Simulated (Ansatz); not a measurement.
**C3H9InOS: one species, many methods**

The task here is to estimate one member of a computed series from the others.

Program: Ansatz 0.2.0, Gaussian basis. Level of theory: functionals in def2-TZVPP, the program's frozen cores in correlated methods. These are calculated values, not measurements.

Levels to be run: PBE-D4, r2SCAN-D4, PBE0-D4, B3LYP-D4, ωB97X-V, ωB97M-V, B2PLYP; CCSD(T)/def2-TZVPP; MP2/def2-QZVPP; extrapolation to the limit.

**The geometry**

All runs share one geometry, relaxed beforehand with PBE0-D4 in a triple-zeta def2 set. In takes the def2 core potential; no spin-orbit term is included.

SMILES `C[CH](C)[In]([OH])[SH]`, 15 atoms, charge 0, spin multiplicity 1.

Atoms are counted from 1 here; the program's logs count them from 0.

Bond lengths: C1–C2 1.521 Å, C1–H7 1.093 Å, C1–H8 1.097 Å, C1–H9 1.094 Å, C2–C3 1.522 Å, C2–In4 2.169 Å, C2–H10 1.095 Å, C3–H11 1.092 Å, C3–H12 1.097 Å, C3–H13 1.094 Å, In4–O5 1.996 Å, In4–S6 2.382 Å, O5–H14 0.960 Å, S6–H15 1.345 Å. Angles: C2–C1–H7 112.5°, C2–C1–H8 110.4°, C2–C1–H9 111.9°, H7–C1–H8 107.3°, H7–C1–H9 107.6°, H8–C1–H9 106.9°, C1–C2–C3 112.2°, C1–C2–In4 111.2°, C1–C2–H10 109.1°, C3–C2–In4 111.3°, C3–C2–H10 108.8°, In4–C2–H10 104.0°, C2–C3–H11 112.5°, C2–C3–H12 110.3°, C2–C3–H13 111.9°, H11–C3–H12 107.5°, H11–C3–H13 107.6°, H12–C3–H13 106.9° and more.

Set-up of the first run:

File in.yaml:

```yaml
crystal:
  periodic: [false, false, false]
  atoms:
    - {symbol: C, position_ang: [0.305425, 0.083562, -1.737728]}
    - {symbol: C, position_ang: [-0.503418, 0.427815, -0.496336]}
    - {symbol: C, position_ang: [-0.266327, 1.858023, -0.032713]}
    - {symbol: In, position_ang: [-0.126772, -0.989549, 1.101997]}
    - {symbol: O, position_ang: [0.944044, -2.657501, 0.863209]}
    - {symbol: S, position_ang: [-0.815904, -0.907459, 3.381120]}
    - {symbol: H, position_ang: [0.099254, -0.925124, -2.104599]}
    - {symbol: H, position_ang: [0.072240, 0.780900, -2.551899]}
    - {symbol: H, position_ang: [1.381717, 0.156217, -1.555596]}
    - {symbol: H, position_ang: [-1.568522, 0.301071, -0.717170]}
    - {symbol: H, position_ang: [-0.874226, 2.121759, 0.835816]}
    - {symbol: H, position_ang: [-0.514089, 2.564170, -0.834913]}
    - {symbol: H, position_ang: [0.780641, 2.032791, 0.231786]}
    - {symbol: H, position_ang: [1.279514, -2.776742, -0.028030]}
    - {symbol: H, position_ang: [-0.193576, -2.069956, 3.645055]}
basis:
  gaussian: {orbitals: def2-TZVPP}
hamiltonian: {xc: pbe, dispersion: d4}
output: {forces: true, orbitals: {seedname: orbitals}}
```

The run is started by

```sh
$ ansatz run in.yaml --threads 2 --pin off --events-out ev --progress --plain --max-ram 32768MiB --backend cuda --devices 0, --max-vram 18GiB
```

Steps of the session up to this table: PBE-D4 (GGA); r2SCAN-D4 (meta-GGA); PBE0-D4 (hybrid); B3LYP-D4 (hybrid); ωB97X-V (range-separated); ωB97M-V (range-separated); B2PLYP (double hybrid); CCSD(T) in def2-TZVPP; MP2 in def2-QZVPP.

One of the session's tables, all rows but one given; the rest of the session is left out.

It belongs to the step «Atomisation energies». 

```
            method  atomisation energy (kJ/mol)
            PBE-D4                       5443.4
         r2SCAN-D4                       5370.3
           PBE0-D4                       5359.9
          B3LYP-D4                       5329.7
           ωB97X-V                       5370.3
           ωB97M-V                       5370.7
            B2PLYP                       5283.3
     HF/def2-TZVPP                       3885.8
    MP2/def2-TZVPP                       5305.3
   CCSD/def2-TZVPP                            ?
CCSD(T)/def2-TZVPP                       5239.9
           MP2/CBS                       5446.3
       CCSD(T)/CBS                       5380.9
```

Estimate the missing values for CCSD/def2-TZVPP.

The run gave: atomisation energy (kJ/mol): 5158.5. In the column «atomisation energy (kJ/mol)» it lies between HF/def2-TZVPP (3885.8) and CCSD(T)/def2-TZVPP (5239.9).

Caveats from the session: Free atoms (3 C, 1 In, 1 O, 1 S, 9 H) were run apart at each level; the atomisation energy is their sum less the molecule, without zero-point or spin-orbit terms.
